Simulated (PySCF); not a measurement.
**CoOBr: relaxation and vibrations of the quintet**

The task is one start of a wider search on CoOBr: the quintet, from a bent start. It is relaxed, tested by its Hessian and followed downhill if it is a saddle.

Program: PySCF 2.14.0. Level of theory: PBE0, basis Co def2-TZVP, O def2-TZVP, Br def2-TZVP, no relativity, density fitting. These are calculated values, not measurements.

### Step 1. The starting structure

3 atoms, charge 0, spin multiplicity 5.

Bond lengths: Co1–O2 1.600 Å, Co1–Br3 2.250 Å. Angles: O2–Co1–Br3 110.0°.

```xyz
3
charge 0 multiplicity 5
Co    0.0000    0.0000    0.0000
O    -1.3106    0.0000    0.9177
Br    1.8431    0.0000    1.2905
```

### Step 2. First SCF at the start

One driver script runs all steps and calls PySCF; scf.py shows how it sets up the SCF of each step. The optimiser is the driver's own. After this first run the driver tries any further starts and a stability analysis.

File scf.py:

```python
from pyscf import gto, scf, dft
mol = gto.M(atom='''
Co     0.000000     0.000000     0.000000
O     -1.310600     0.000000     0.917700
Br     1.843100     0.000000     1.290500''',
    basis={'Co': 'def2-TZVP', 'O': 'def2-TZVP', 'Br': 'def2-TZVP'},
    charge=0, spin=4)
mf = dft.UKS(mol, xc='PBE0')
mf.grids.atom_grid = (50, 194)
aux = {'Co': 'def2-universal-JKFIT', 'O': 'def2-universal-JKFIT', 'Br': 'def2-universal-JKFIT'}
mf = mf.density_fit(auxbasis=aux)
mf.conv_tol = 1e-08
mf.diis_space = 10
mf.max_cycle = 60
mf.init_guess = 'minao'
mf.verbose = 4
mf.kernel()
```

Run with:

```
> OMP_NUM_THREADS=4 python axn.py task.json out
```

Log:

```text
[... the frontier levels of the middle cycles are left out ...]
init E= -4029.61354044296
[... the frontier-level lines of each cycle are left out ...]
cycle= 1 E= -4014.61627667498  delta_E=   15  |g|= 5.71  |ddm|= 6.58
cycle= 2 E= -3959.50992584679  delta_E= 55.1  |g|= 13.9  |ddm|= 11.9
cycle= 3 E= -4008.96502613981  delta_E= -49.5  |g|= 9.36  |ddm|= 7.33
cycle= 4 E= -4014.57022636423  delta_E= -5.61  |g|=  7.9  |ddm|= 2.55
cycle= 5 E= -4016.21772564398  delta_E= -1.65  |g|= 7.12  |ddm|= 3.41
cycle= 6 E= -4020.38578351041  delta_E= -4.17  |g|= 6.31  |ddm|= 2.74
cycle= 7 E= -4022.49473536254  delta_E= -2.11  |g|= 5.38  |ddm|= 2.28
cycle= 8 E= -4027.08663800631  delta_E= -4.59  |g|= 4.16  |ddm|= 2.34
cycle= 9 E= -4028.13603709698  delta_E= -1.05  |g|= 3.53  |ddm|= 0.574
cycle= 10 E= -4029.38459547354  delta_E= -1.25  |g|= 2.94  |ddm|= 0.559
cycle= 11 E= -4029.98759453901  delta_E= -0.603  |g|= 2.48  |ddm|= 0.315
cycle= 12 E= -4022.25278124257  delta_E= 7.73  |g|= 5.26  |ddm|= 5.03
cycle= 13 E= -4031.20484141073  delta_E= -8.95  |g|= 1.18  |ddm|= 4.92
cycle= 14 E= -4031.54262711039  delta_E= -0.338  |g|= 0.174  |ddm|= 0.521
[... 2 cycles left out ...]
cycle= 17 E= -4031.56515373614  delta_E= -0.0038  |g|= 0.084  |ddm|= 0.0716
cycle= 18 E= -4031.56746151551  delta_E= -0.00231  |g|= 0.0267  |ddm|= 0.0828
cycle= 19 E= -4031.5676931417  delta_E= -0.000232  |g|= 0.00542  |ddm|= 0.0157
cycle= 20 E= -4031.56773451555  delta_E= -4.14e-05  |g|= 0.00323  |ddm|= 0.00925
cycle= 21 E= -4031.56775880988  delta_E= -2.43e-05  |g|= 0.00162  |ddm|= 0.00963
cycle= 22 E= -4031.56776476429  delta_E= -5.95e-06  |g|= 0.000776  |ddm|= 0.00515
cycle= 23 E= -4031.56776635058  delta_E= -1.59e-06  |g|= 0.000384  |ddm|= 0.00239
cycle= 24 E= -4031.5677670154  delta_E= -6.65e-07  |g|= 0.000236  |ddm|= 0.0015
cycle= 25 E= -4031.56776743425  delta_E= -4.19e-07  |g|= 0.000139  |ddm|= 0.0014
cycle= 26 E= -4031.56776759818  delta_E= -1.64e-07  |g|= 9.62e-05  |ddm|= 0.000865
cycle= 27 E= -4031.56776766821  delta_E= -7e-08  |g|= 7.02e-05  |ddm|= 0.000527
cycle= 28 E= -4031.56776772551  delta_E= -5.73e-08  |g|= 5.39e-05  |ddm|= 0.000662
cycle= 29 E= -4031.56776774126  delta_E= -1.58e-08  |g|= 3.78e-05  |ddm|= 0.000346
cycle= 30 E= -4031.56776774577  delta_E= -4.5e-09  |g|= 1.8e-05  |ddm|= 0.000176
Extra cycle  E= -4031.56776774597  delta_E= -1.99e-10  |g|= 4.49e-05  |ddm|= 4.35e-05
converged SCF energy = -4031.56776774597  <S^2> = 6.0232188  2S+1 = 5.0092789
```

This step, with its further starts and checks, ran for 31 s (4 threads of Arm Neoverse V2, shared host).

The starts that the driver tried:

```
                      start   energy (Eh)
    the minimal-basis guess  -4031.567768
a thermally smeared density  -4031.567768
      a smeared PBE density  -4031.567285
```

The test of internal stability and the other starts found no lower solution of this spin.

### Step 3. Bent start, quintet: relaxation

The program finds Cs symmetry in the start, which this walk keeps. The walk stops when the largest gradient is under 0.0003 Eh/bohr and the energy has settled too.

scf.py, as its differences from that of step 2:

```diff
@@ -3,3 +3,3 @@
-Co     0.000000     0.000000     0.000000
-O     -1.310600     0.000000     0.917700
-Br     1.843100     0.000000     1.290500''',
+Co    -0.809193     0.000000    -0.757396
+O     -2.119793     0.000000     0.160304
+Br     1.033907     0.000000     0.533104''',
@@ -15 +14,0 @@
-mf.init_guess = 'minao'
```

The optimiser's trace:

```
step   energy (Eh)  change (kJ/mol)  largest symmetric gradient (Eh/bohr)
   0  -4031.567768             0.00                               0.02939
   1  -4031.573916           -16.14                               0.01786
   2  -4031.580794           -34.20                               0.03015
   3  -4031.583299           -40.78                               0.02908
   4  -4031.588163           -53.55                               0.01039
   5  -4031.590045           -58.49                               0.01695
   6  -4031.591322           -61.84                               0.00920
   7  -4031.591904           -63.37                               0.00165
   8  -4031.591964           -63.53                               0.00895
   9  -4031.592079           -63.83                               0.00084
  10  -4031.592087           -63.85                               0.00026
  11  -4031.592088           -63.85                               0.00005
```

The walk took 49 s.

End point (C∞v, 11 steps, 63.9 kJ/mol gained): Co–Br 2.265 Å, Co–O 1.621 Å; Br–Co–O 179.9°.

### Step 4. Is it a minimum? Harmonic modes

The point is checked on the finer grid, and tightened if its gradient asks for it. The Hessian and the dipole derivatives come from central differences of analytic gradients, with steps of 0.02 bohr.

scf.py, as its differences from that of step 3:

```diff
@@ -3,3 +3,3 @@
-Co    -0.809193     0.000000    -0.757396
-O     -2.119793     0.000000     0.160304
-Br     1.033907     0.000000     0.533104''',
+Co    -0.983011    -0.000000    -0.143031
+O     -2.586678    -0.000000    -0.376368
+Br     1.258298     0.000000     0.183085''',
@@ -9 +9 @@
-mf.grids.atom_grid = (50, 194)
+mf.grids.atom_grid = (75, 302)
@@ -12 +12 @@
-mf.conv_tol = 1e-08
+mf.conv_tol = 1e-10
```

This SCF starts from the last density.

Log of the central SCF (cycles and frontier levels):

```text
init E= -4031.59191404183
[... the frontier-level lines of each cycle are left out ...]
cycle= 1 E= -4031.59191404082  delta_E= 1.01e-09  |g|= 6.38e-05  |ddm|= 2.46e-05
cycle= 2 E= -4031.59191401382  delta_E= 2.7e-08  |g|= 0.000331  |ddm|= 0.000127
cycle= 3 E= -4031.59191404186  delta_E= -2.8e-08  |g|= 1.21e-06  |ddm|= 0.000106
cycle= 4 E= -4031.59191404186  delta_E= -4.55e-12  |g|= 3.8e-07  |ddm|= 7.5e-07
Extra cycle  E= -4031.59191404187  delta_E= -9.09e-13  |g|= 1.37e-06  |ddm|= 7.97e-07
converged SCF energy = -4031.59191404187  <S^2> = 6.0212544  2S+1 = 5.0084945
```

The whole step took 57 s.

Geometry: C∞v; Co–Br 2.265 Å, Co–O 1.621 Å; Br–Co–O 180.0°.

Modes, for the most abundant isotopes:

```csv
symmetry,ω (cm⁻¹),IR (km/mol)
π,88,56.7
σ+,304,21.9
σ+,873,32.8
```

All wavenumbers are real: a minimum.

Constants and moments:

```
Dipole moment                                                   : 0.07 D
Highest occupied level                                          : -8.50 eV
Lowest empty level                                              : -4.30 eV
Rotational constants                                            : 0.05714 cm⁻¹
Zero-point energy                                               : 8.1 kJ/mol
Principal polarisabilities                                      : 31.8, 31.8, 86.5 bohr³
Atomisation energy without zero-point energy                    : 721 kJ/mol
Principal traceless quadrupole moments about the centre of mass : -10.56, 5.28, 5.28 D Å
Entropy at 298.15 K and 1 bar (electronic part: spin only)      : 299.0 J/(mol K)
Heat capacity Cp at 298.15 K                                    : 54.7 J/(mol K)
Enthalpy at 298.15 K above 0 K                                  : 13.91 kJ/mol
Rotational symmetry number                                      : 1
Spin squared ⟨S²⟩                                               : 6.021
```

Charges (e) and bond orders:

```tsv
atom	Mulliken	Löwdin	polar tensor	spin (Mulliken)	Mayer order to Co1
Co1	0.79	0.24	1.03	2.83	–
O2	-0.44	-0.24	-0.47	1.09	1.79
Br3	-0.35	0.00	-0.56	0.08	1.01
```

Outer orbital energies (eV). α occupied: -13.33, -12.09, -10.12, -10.12, -9.85, -9.66, -8.50, -8.50; empty: -0.76, 1.22, 1.22, 3.09. β occupied: -21.20, -11.37, -10.31, -10.03, -10.03, -9.43, -8.51, -8.51; empty: -4.30, -3.91, -3.91, -3.58.

Mulliken populations on Co1: s 6.51, p 12.35, d 7.35, f 0.00.

### Step 5. Results

```
                                          quantity                                        value
                                           minimum                                 quintet, C∞v
                                          geometry  Co–Br 2.265 Å, Co–O 1.621 Å; Br–Co–O 180.0°
                                wavenumbers (cm⁻¹)                   88 (π), 304 (σ+), 873 (σ+)
                                     dipole moment                                       0.07 D
highest occupied, lowest empty level (either spin)                              -8.50, -4.30 eV
                        polar-tensor charge of Co1                                      +1.03 e
                                 zero-point energy                                   8.1 kJ/mol
                               entropy at 298.15 K                              299.0 J/(mol K)
         atomisation energy (no zero-point energy)                                   721 kJ/mol
                                              ⟨S²⟩                                        6.021
```

What this shows: From Cs at the start the molecule goes to a C∞v minimum. In the infrared the band at 88 cm⁻¹ (π, bend) leads. Most of the spin sits on Co1 (Mulliken spin 2.83, against 4 for the whole molecule). Other starts or spin states, not run here, may lie lower. One determinant may miss the lowest occupation of an open d or f shell.

The search up to here took 2.3 min.
